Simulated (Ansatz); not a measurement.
# BH7OSSi2: up Jacob's ladder to CCSD(T)

One table from this session's results is given with a row withheld; the runs are named, their logs left out.

The runs use Ansatz 0.2.0, Gaussian basis; functionals in def2-TZVPP, the program's frozen cores in correlated methods.

Levels to be run: LDA (SPW92), PBE-D4, revPBE-D4, BLYP-D4, r2SCAN-D4, B97M-V, PBE0-D4, B3LYP-D4, r2SCANh-D4, r2SCAN0-D4, HSE06-D4, BHLYP-D4, CAM-B3LYP-D4, LC-ωPBE, ωB97X-V, ωB97M-V, B2PLYP, PBE-QIDH; CCSD(T)/def2-SVP; CCSD(T)/def2-TZVPP; MP2/def2-QZVPP; extrapolation to the limit; RPA on PBE.

## The geometry

The geometry comes from an earlier relaxation with PBE0-D4 in a triple-zeta def2 set; it is a stationary point, not always the lowest conformer.

12 atoms, charge 0, spin multiplicity 1.

Atoms are counted from 1 here; the program's logs count them from 0.

Bond lengths: Si1–O2 1.637 Å, Si1–H6 1.487 Å, Si1–H7 1.483 Å, Si1–H8 1.487 Å, O2–Si3 1.651 Å, Si3–B4 1.999 Å, Si3–H9 1.492 Å, Si3–H10 1.492 Å, B4–S5 1.760 Å, B4–H11 1.194 Å, S5–H12 1.348 Å. Angles: O2–Si1–H6 110.4°, O2–Si1–H7 107.8°, O2–Si1–H8 110.4°, H6–Si1–H7 109.6°, H6–Si1–H8 109.0°, H7–Si1–H8 109.6°, Si1–O2–Si3 142.0°, O2–Si3–B4 108.2°, O2–Si3–H9 109.1°, O2–Si3–H10 109.1°, B4–Si3–H9 111.6°, B4–Si3–H10 111.6°, H9–Si3–H10 107.3°, Si3–B4–S5 120.4°, Si3–B4–H11 124.4°, S5–B4–H11 115.2°, B4–S5–H12 98.7°.

Set-up of the first run:

Input file in.yaml:

```yaml
crystal:
  periodic: [false, false, false]
  atoms:
    - {symbol: Si, position_ang: [-1.232624, 0.661499, 1.737748]}
    - {symbol: O, position_ang: [-0.384547, 0.140005, 0.438451]}
    - {symbol: Si, position_ang: [1.085497, 0.283331, -0.298925]}
    - {symbol: B, position_ang: [1.087565, -0.885312, -1.921020]}
    - {symbol: S, position_ang: [-0.334609, -1.834272, -2.336942]}
    - {symbol: H, position_ang: [-1.404678, 2.137156, 1.685801]}
    - {symbol: H, position_ang: [-2.562003, 0.003921, 1.705685]}
    - {symbol: H, position_ang: [-0.527233, 0.300375, 2.995543]}
    - {symbol: H, position_ang: [2.154285, -0.112258, 0.664026]}
    - {symbol: H, position_ang: [1.315906, 1.714180, -0.653223]}
    - {symbol: H, position_ang: [2.012758, -1.001006, -2.666962]}
    - {symbol: H, position_ang: [-1.133418, -1.462717, -1.316284]}
basis:
  gaussian: {orbitals: def2-TZVPP}
hamiltonian: {xc: lda}
output: {orbitals: {seedname: orbitals}}
```

Command:

```console
> ansatz run in.yaml --threads 4 --pin off --events-out ev --progress --plain --max-ram 10444MiB
```

Steps of the session up to this table: LDA; PBE-D4 (GGA); revPBE-D4 (GGA); BLYP-D4 (GGA); r2SCAN-D4 (meta-GGA); B97M-V (meta-GGA); B3LYP-D4 (hybrid); r2SCANh-D4 (hybrid); r2SCAN0-D4 (hybrid); HSE06-D4 (hybrid); BHLYP-D4 (hybrid); CAM-B3LYP-D4 (range-separated); LC-ωPBE (range-separated); ωB97X-V (range-separated); ωB97M-V (range-separated); B2PLYP (double hybrid); PBE-QIDH (double hybrid).

One of the session's tables, all rows but one given; the rest of the session is left out.

It belongs to the step «Orbital energies across the functionals». 

```
  functional  HOMO (eV)  LUMO (eV)  gap (eV)
 LDA (SPW92)      -6.90      -2.92      3.98
      PBE-D4          ?          ?         ?
   revPBE-D4      -6.78      -2.63      4.16
     BLYP-D4      -6.71      -2.51      4.20
   r2SCAN-D4      -7.10      -2.49      4.61
      B97M-V      -7.22      -2.56      4.66
     PBE0-D4      -8.05      -1.81      6.24
    B3LYP-D4      -7.86      -1.96      5.90
  r2SCANh-D4      -7.55      -2.16      5.38
  r2SCAN0-D4      -8.22      -1.68      6.54
    HSE06-D4      -7.65      -2.19      5.46
    BHLYP-D4      -9.20      -0.73      8.47
CAM-B3LYP-D4      -9.40      -0.65      8.75
     LC-ωPBE     -10.72       0.42     11.14
     ωB97X-V     -10.39       0.36     10.75
     ωB97M-V     -10.19       0.18     10.36
```

Estimate the missing values for PBE-D4.

The run gave: HOMO (eV): -6.82; LUMO (eV): -2.71; gap (eV): 4.11. In the column «HOMO (eV)» it lies between LDA (SPW92) (-6.90) and revPBE-D4 (-6.78).
